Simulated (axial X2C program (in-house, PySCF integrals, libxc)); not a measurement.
# A two-component session on CoB: properties at the nuclei

Wanted for CoB: properties at the nuclei, at the two-component level.

Program: an in-house X2C program for linear molecules on PySCF integrals. Level of theory: two-component X2C with atomic mean-field terms, Co dyall-cv3z, B dyall-v3z. These are calculated values, not measurements.

### 1 The job

task.json reads:

```json
{"zs": [27, 5], "q": 0, "bas": ["dyall-cv3z", "dyall-v3z"], "r0": 1.96, "levels": ["PBE0", "HF", "r2SCAN", "TPSSh", "B3LYP"], "nst": 3}
```

Keys: zs atomic numbers; q charge; bas basis sets; r0 starting distance in Å; levels methods (HF also brings MP2); nst determinants followed.

Started as:

```sh
$ python soeom.py task.json out
```

After this run come: Expectation values, lowest determinant; Expectation values, a higher determinant; Expectation values, a higher determinant.

Before running it: what results should come out? Wanted: lowest determinant; Eeff magnitude; Ws magnitude Co; A∥/gI Co; qzz Co; higher determinant (for each run or level that gives them).

**Answer**, as computed:

| quantity | value |
| --- | --- |
| lowest determinant | Ω = 3 (excess of +ω over −ω: ω = 1/2, ω = 5/2) |
| Eeff magnitude (GV/cm), PBE0 | 0.215 |
| Ws magnitude Co (kHz), PBE0 | 0.0383 |
| A∥/gI Co (MHz), PBE0 | 811 |
| qzz Co (a.u.), PBE0 | -0.69 |
| higher determinant | Ω = 2 (excess of +ω over −ω: ω = -1/2, ω = 5/2) |
| Eeff magnitude (GV/cm), PBE0, higher determinant | 0.449 |
| Ws magnitude Co (kHz), PBE0, higher determinant | 0.0652 |
| A∥/gI Co (MHz), PBE0, higher determinant | -49.9 |
| qzz Co (a.u.), PBE0, higher determinant | -0.65 |
| higher determinant | Ω = 1 (excess of +ω over −ω: ω = -1/2, ω = 3/2) |
| Eeff magnitude (GV/cm), PBE0, higher determinant | 0.214 |
| Ws magnitude Co (kHz), PBE0, higher determinant | 0.114 |
| A∥/gI Co (MHz), PBE0, higher determinant | -343 |
| qzz Co (a.u.), PBE0, higher determinant | -0.73 |

In words: In the first state, the effective field runs from 0.215 to 1.28 GV/cm over the mean-field levels, so the levels don't agree on it. The expectation values come from single determinants, which for open shells can mix terms of unlike spin or miss the lowest Ω, so a determinant need not be a state. Eeff is the effective electric field on the electron dipole moment in this Ω state and Ws the scalar–pseudoscalar constant (defined with the proton number Z and per Ω); A∥ is the parallel hyperfine constant, which follows by multiplying with the nuclear g factor gI = μI/(I μN); qzz is the electric field gradient, eQq0 = 234.96 MHz × Q/barn × qzz; μ is positive if B is the positive end. The operators were transformed with the bare-nucleus X2C matrices. A second determinant lies within 0.1 eV of the first.
